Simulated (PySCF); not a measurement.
# CH5ClOSi: the cost of one run

The runs use PySCF 2.14.0, with density-fitted response routines of our own; the level of theory stands in each step. All values are computed, except where a source is named. Atoms count from 0, in the outputs and in this text.

### 1 The molecule as given

9 atoms, charge 0, multiplicity 1; geometry from: GFN2-xTB. The atoms were then displaced at random by about 0.01 Å, so the start is not that level's minimum.

Bonds of the start (Å): C0–O1 1.38, O1–Si2 1.60, Si2–Cl3 2.03, C0–H4 1.08, C0–H5 1.09, C0–H6 1.11, Si2–H7 1.46, Si2–H8 1.49.

### 2 Relaxing the molecule at PBE0-D3(BJ)/def2-SVP

The job: settings as JSON, then the geometry in Å.

```
{"job": {"xc": "PBE0", "basis": "def2-SVP", "d3": "d3bj", "grid": 1, "shake": 0.01, "kind": "geom"}, "charge": 0, "multiplicity": 1}
C     -1.383790     0.100010    -0.164250
O     -0.084120     0.483060    -0.411270
Si     1.268830    -0.147600     0.166920
Cl     2.710820     0.981570    -0.708190
H     -1.597810    -0.899630    -0.524240
H     -1.639420     0.188520     0.894890
H     -2.035740     0.814540    -0.715740
H      1.457760    -1.539430    -0.218580
H      1.361290     0.001820     1.646720
```

Launch:

```
$ OMP_NUM_THREADS=1 python probes_run.py task.json out
```

This one command runs all jobs of the session in turn.

**Question.** How long does this first job take on 1 thread of Arm Neoverse V1, shared host, and how much memory does it need?

About 25 s, with a peak of 0.38 GiB.
